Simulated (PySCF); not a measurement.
**A gas-phase reaction: ClFH2OSi + Br2 → BrClFHOSi + BrH**

What reaction energy should one expect for `O[SiH](F)Cl` + `BrBr` → `O[Si](F)(Cl)Br` + `Br`?

Computed with PySCF 2.14.0; each step states its level. No surroundings beyond the atoms listed, unless a continuum is named. Atoms count from 0, parts from 1.

## 1. Starting point

Each species was relaxed by itself at PBE0-D3(BJ)/def2-SVPD.

## 2. Energies of the species: wB97M-D3(BJ)/def2-TZVPD

Job settings and geometry (Å):

```
{"job": {"kind": "react", "xc": "wB97M-D3(BJ)", "basis": "def2-TZVPD"}, "charge": 0, "multiplicity": 1}
-1 ClFH2OSi charge 0 multiplicity 1
O     -0.858920    -0.784330    -0.329950
Si     0.148820     0.469840    -0.010530
F      1.588660     0.251430    -0.726270
Cl     0.550820     0.614560     2.001980
H     -0.669990    -1.661170     0.014250
H     -0.468090     1.699170    -0.527930

-1 Br2 charge 0 multiplicity 1
Br     1.150530    -0.003320    -0.016010
Br    -1.150750     0.005090     0.004590

+1 BrClFHOSi charge 0 multiplicity 1
O     -0.348510     1.055570    -0.803840
Si     0.173840    -0.134880     0.188470
F      1.605930    -0.703580    -0.296070
Cl     0.417660     0.673300     2.037120
Br    -1.199280    -1.847210     0.220880
H     -0.718360     0.820580    -1.659440

+1 BrH charge 0 multiplicity 1
Br     0.714880    -0.002670    -0.010680
H     -0.708680     0.006030     0.010450
```

Level: wB97M-D3(BJ)/def2-TZVPD reaction energy of separated species, gas phase.

Started as:

```sh
> OMP_NUM_THREADS=1 python cluster_run.py task.json out
```

This one command runs all jobs of the session in turn.

The program printed:

```text
species 1 (ClFH2OSi)
coarse grid: 28152 points
cycle   1  E = -926.2380351503  dE =  3.117e-01  |g| = 8.293e-01  |ddm| = 1.881e+00
cycle   2  E = -926.2312204369  dE =  6.815e-03  |g| = 9.378e-01  |ddm| = 9.448e-01
cycle   3  E = -926.3644751076  dE = -1.333e-01  |g| = 4.984e-02  |ddm| = 4.686e-01
cycle   4  E = -926.3649992314  dE = -5.241e-04  |g| = 2.266e-02  |ddm| = 6.614e-02
cycle   5  E = -926.3651076068  dE = -1.084e-04  |g| = 3.806e-03  |ddm| = 2.067e-02
cycle   6  E = -926.3651127957  dE = -5.189e-06  |g| = 6.963e-04  |ddm| = 7.046e-03
final grid: 57232 points
cycle   7  E = -926.3650909749  dE = -3.490e-07  |g| = 3.896e-04  |ddm| = 1.895e-03
cycle   8  E = -926.3650910029  dE = -2.797e-08  |g| = 3.723e-04  |ddm| = 6.192e-04
cycle   9  E = -926.3650910265  dE = -2.358e-08  |g| = 5.981e-05  |ddm| = 1.934e-04
cycle  10  E = -926.3650910284  dE = -1.950e-09  |g| = 2.714e-05  |ddm| = 1.148e-04
cycle  11  E = -926.3650910287  dE = -2.622e-10  |g| = 5.866e-06  |ddm| = 3.781e-05
converged SCF energy = -926.3650910287

species 2 (Br2)
coarse grid: 14664 points
cycle   1  E = -5148.2886925258  dE = -2.032e+00  |g| = 4.158e-01  |ddm| = 1.565e+00
cycle   2  E = -5148.3001177240  dE = -1.143e-02  |g| = 2.962e-01  |ddm| = 3.425e-01
cycle   3  E = -5148.3083615988  dE = -8.244e-03  |g| = 9.005e-03  |ddm| = 1.528e-01
cycle   4  E = -5148.3084061535  dE = -4.455e-05  |g| = 2.023e-03  |ddm| = 1.256e-02
cycle   5  E = -5148.3084097260  dE = -3.573e-06  |g| = 6.167e-04  |ddm| = 4.103e-03
final grid: 26152 points
cycle   6  E = -5148.3084025501  dE = -1.105e-07  |g| = 3.660e-04  |ddm| = 8.865e-04
cycle   7  E = -5148.3084025738  dE = -2.364e-08  |g| = 2.411e-04  |ddm| = 4.759e-04
cycle   8  E = -5148.3084025880  dE = -1.418e-08  |g| = 2.159e-05  |ddm| = 1.721e-04
cycle   9  E = -5148.3084025882  dE = -2.310e-10  |g| = 1.096e-05  |ddm| = 2.976e-05
converged SCF energy = -5148.3084025882

species 3 (BrClFHOSi)
coarse grid: 33016 points
cycle   1  E = -3499.8354435596  dE = -4.405e-01  |g| = 8.845e-01  |ddm| = 2.197e+00
cycle   2  E = -3499.8287791858  dE =  6.664e-03  |g| = 9.799e-01  |ddm| = 1.102e+00
cycle   3  E = -3499.9777734322  dE = -1.490e-01  |g| = 6.209e-02  |ddm| = 5.442e-01
cycle   4  E = -3499.9784039812  dE = -6.305e-04  |g| = 2.373e-02  |ddm| = 6.119e-02
cycle   5  E = -3499.9785212953  dE = -1.173e-04  |g| = 5.724e-03  |ddm| = 1.984e-02
cycle   6  E = -3499.9785304374  dE = -9.142e-06  |g| = 1.452e-03  |ddm| = 7.765e-03
final grid: 64936 points
cycle   7  E = -3499.9784733004  dE = -5.263e-07  |g| = 1.049e-03  |ddm| = 3.234e-03
cycle   8  E = -3499.9784733817  dE = -8.133e-08  |g| = 8.769e-04  |ddm| = 1.435e-03
cycle   9  E = -3499.9784734998  dE = -1.181e-07  |g| = 5.193e-05  |ddm| = 5.754e-04
cycle  10  E = -3499.9784735019  dE = -2.092e-09  |g| = 3.341e-05  |ddm| = 1.236e-04
cycle  11  E = -3499.9784735021  dE = -2.283e-10  |g| = 8.078e-06  |ddm| = 2.625e-05
converged SCF energy = -3499.9784735021

species 4 (BrH)
coarse grid: 9808 points
cycle   1  E = -2574.7444819243  dE = -1.115e+00  |g| = 2.814e-01  |ddm| = 9.887e-01
cycle   2  E = -2574.7574489037  dE = -1.297e-02  |g| = 1.487e-01  |ddm| = 2.655e-01
cycle   3  E = -2574.7608846756  dE = -3.436e-03  |g| = 8.656e-03  |ddm| = 8.708e-02
cycle   4  E = -2574.7609220404  dE = -3.736e-05  |g| = 2.523e-03  |ddm| = 1.268e-02
cycle   5  E = -2574.7609264708  dE = -4.430e-06  |g| = 6.498e-04  |ddm| = 4.934e-03
final grid: 18448 points
cycle   6  E = -2574.7609111105  dE = -1.922e-07  |g| = 3.886e-04  |ddm| = 9.245e-04
cycle   7  E = -2574.7609111381  dE = -2.762e-08  |g| = 2.732e-04  |ddm| = 3.939e-04
cycle   8  E = -2574.7609111452  dE = -7.084e-09  |g| = 3.378e-05  |ddm| = 1.360e-04
cycle   9  E = -2574.7609111463  dE = -1.028e-09  |g| = 1.120e-05  |ddm| = 6.290e-05
cycle  10  E = -2574.7609111463  dE = -5.684e-11  |g| = 1.704e-06  |ddm| = 1.293e-05
converged SCF energy = -2574.7609111463

Reaction energy = -41.975 kcal/mol
```

Run time: 53 s. Hardware: 1 thread of Arm Neoverse N1, shared host; peak memory 0.79 GiB.

Species by species (with the dispersion term, which the log's SCF energies lack):

```tsv
ν	species	energy (Eh)	HOMO (eV)
-1	O[SiH](F)Cl	-926.37044	-12.00
-1	BrBr	-5148.30959	-10.44
+1	O[Si](F)(Cl)Br	-3499.98545	-11.43
+1	Br	-2574.76148	-11.15
```

## 3. Energies of the species: PBE0-D3(BJ)/def2-TZVPD

Same as in step 2 but for these lines:

```diff
@@ -1,2 +1,2 @@
-{"job": {"kind": "react", "xc": "wB97M-D3(BJ)", "basis": "def2-TZVPD"}, "charge": 0, "multiplicity": 1}
+{"job": {"kind": "react", "xc": "PBE0", "basis": "def2-TZVPD", "disp": "d3bj"}, "charge": 0, "multiplicity": 1}
 -1 ClFH2OSi charge 0 multiplicity 1
```

With the program's defaults for keys left out, this is: PBE0-D3(BJ)/def2-TZVPD reaction energy of separated species, gas phase.

The program printed:

```text
species 1 (ClFH2OSi)
coarse grid: 6664 points
cycle   1  E = -925.6659358657  dE =  3.539e-01  |g| = 8.596e-01  |ddm| = 1.962e+00
cycle   2  E = -925.4827343549  dE =  1.832e-01  |g| = 1.356e+00  |ddm| = 1.179e+00
cycle   3  E = -925.7891894827  dE = -3.065e-01  |g| = 7.657e-02  |ddm| = 7.467e-01
cycle   4  E = -925.7902505446  dE = -1.061e-03  |g| = 4.016e-02  |ddm| = 9.058e-02
cycle   5  E = -925.7905416495  dE = -2.911e-04  |g| = 9.346e-03  |ddm| = 3.019e-02
cycle   6  E = -925.7905543574  dE = -1.271e-05  |g| = 4.016e-03  |ddm| = 6.790e-03
cycle   7  E = -925.7905567151  dE = -2.358e-06  |g| = 7.658e-04  |ddm| = 2.189e-03
final grid: 57232 points
cycle   8  E = -925.7933258281  dE = -2.749e-05  |g| = 5.064e-03  |ddm| = 1.843e-02
cycle   9  E = -925.7933210219  dE =  4.806e-06  |g| = 7.085e-03  |ddm| = 6.431e-03
cycle  10  E = -925.7933295538  dE = -8.532e-06  |g| = 7.632e-04  |ddm| = 3.982e-03
cycle  11  E = -925.7933296367  dE = -8.293e-08  |g| = 1.749e-04  |ddm| = 5.084e-04
cycle  12  E = -925.7933296438  dE = -7.072e-09  |g| = 4.389e-05  |ddm| = 1.737e-04
cycle  13  E = -925.7933296442  dE = -4.327e-10  |g| = 1.240e-05  |ddm| = 3.054e-05
converged SCF energy = -925.7933296442

species 2 (Br2)
coarse grid: 14664 points
cycle   1  E = -5147.6955178341  dE = -1.992e+00  |g| = 4.158e-01  |ddm| = 1.609e+00
cycle   2  E = -5147.7001489311  dE = -4.631e-03  |g| = 3.188e-01  |ddm| = 3.040e-01
cycle   3  E = -5147.7078033027  dE = -7.654e-03  |g| = 2.250e-02  |ddm| = 1.633e-01
cycle   4  E = -5147.7079143812  dE = -1.111e-04  |g| = 7.934e-03  |ddm| = 2.329e-02
cycle   5  E = -5147.7079306686  dE = -1.629e-05  |g| = 5.812e-04  |ddm| = 6.034e-03
cycle   6  E = -5147.7079307274  dE = -5.877e-08  |g| = 9.434e-05  |ddm| = 7.038e-04
final grid: 26152 points
cycle   7  E = -5147.7079424430  dE = -3.390e-09  |g| = 8.877e-05  |ddm| = 2.103e-04
cycle   8  E = -5147.7079424433  dE = -2.665e-10  |g| = 7.654e-05  |ddm| = 1.002e-04
cycle   9  E = -5147.7079424437  dE = -4.311e-10  |g| = 2.370e-06  |ddm| = 3.915e-05
converged SCF energy = -5147.7079424437

species 3 (BrClFHOSi)
coarse grid: 33016 points
cycle   1  E = -3498.9750386977  dE = -4.324e-01  |g| = 9.073e-01  |ddm| = 2.289e+00
cycle   2  E = -3498.7753718153  dE =  1.997e-01  |g| = 1.406e+00  |ddm| = 1.322e+00
cycle   3  E = -3499.1055456903  dE = -3.302e-01  |g| = 9.904e-02  |ddm| = 8.517e-01
cycle   4  E = -3499.1071302371  dE = -1.585e-03  |g| = 3.657e-02  |ddm| = 9.065e-02
cycle   5  E = -3499.1073506014  dE = -2.204e-04  |g| = 1.380e-02  |ddm| = 3.139e-02
cycle   6  E = -3499.1073831296  dE = -3.253e-05  |g| = 3.653e-03  |ddm| = 9.584e-03
cycle   7  E = -3499.1073851891  dE = -2.060e-06  |g| = 8.823e-04  |ddm| = 2.517e-03
final grid: 64936 points
cycle   8  E = -3499.1073656238  dE =  3.122e-08  |g| = 1.183e-03  |ddm| = 2.844e-03
cycle   9  E = -3499.1073653360  dE =  2.878e-07  |g| = 1.668e-03  |ddm| = 1.997e-03
cycle  10  E = -3499.1073659410  dE = -6.050e-07  |g| = 8.517e-05  |ddm| = 1.131e-03
cycle  11  E = -3499.1073659423  dE = -1.357e-09  |g| = 9.006e-06  |ddm| = 5.953e-05
cycle  12  E = -3499.1073659423  dE =  2.274e-12  |g| = 6.172e-06  |ddm| = 1.184e-05
converged SCF energy = -3499.1073659423

species 4 (BrH)
coarse grid: 9808 points
cycle   1  E = -2574.4494537361  dE = -1.081e+00  |g| = 2.724e-01  |ddm| = 1.042e+00
cycle   2  E = -2574.4540919786  dE = -4.638e-03  |g| = 1.699e-01  |ddm| = 2.601e-01
cycle   3  E = -2574.4588662435  dE = -4.774e-03  |g| = 3.007e-02  |ddm| = 1.194e-01
cycle   4  E = -2574.4590977171  dE = -2.315e-04  |g| = 4.156e-03  |ddm| = 2.212e-02
cycle   5  E = -2574.4591017195  dE = -4.002e-06  |g| = 1.311e-03  |ddm| = 4.270e-03
final grid: 18448 points
cycle   6  E = -2574.4591028152  dE = -7.032e-08  |g| = 1.375e-03  |ddm| = 2.024e-03
cycle   7  E = -2574.4591028296  dE = -1.435e-08  |g| = 1.399e-03  |ddm| = 1.791e-03
cycle   8  E = -2574.4591030505  dE = -2.209e-07  |g| = 5.149e-05  |ddm| = 8.398e-04
cycle   9  E = -2574.4591030511  dE = -6.680e-10  |g| = 1.026e-05  |ddm| = 4.413e-05
converged SCF energy = -2574.4591030511

Reaction energy = -41.636 kcal/mol
```

Wall time 30 s (1 thread of Arm Neoverse N1, shared host); peak memory 0.72 GiB.

Reaction energy at this level: -41.64 kcal/mol.

## 4. Comparing the runs

Energies in kcal/mol, with wall time:

```tsv
run	reaction	time
wB97M-D3(BJ)/def2-TZVPD	-41.98	53 s
PBE0-D3(BJ)/def2-TZVPD	-41.64	30 s
```

## 5. Results

```
                                                quantity                      value
               reaction energy (wB97M-D3(BJ)/def2-TZVPD)            -41.98 kcal/mol
                     ΔH, ΔG at 298 K (xTB thermal terms)      -42.7, -42.2 kcal/mol
range of the reaction energy over the runs of this table  -41.98 to -41.64 kcal/mol
```

The reaction is exothermic by 42.7 kcal/mol in the gas phase; dispersion gives -0.63, and xTB itself gave -14.36 for the electronic energy (xTB energies and thermal terms come from the earlier relaxation of each species, not shown). No barrier was sought. xTB and this level differ widely in the electronic energy, so what comes from xTB (the thermal terms above all) is less safe here. The reaction energy runs from -41.98 (wB97M-D3(BJ)/def2-TZVPD) to -41.64 kcal/mol (PBE0-D3(BJ)/def2-TZVPD).
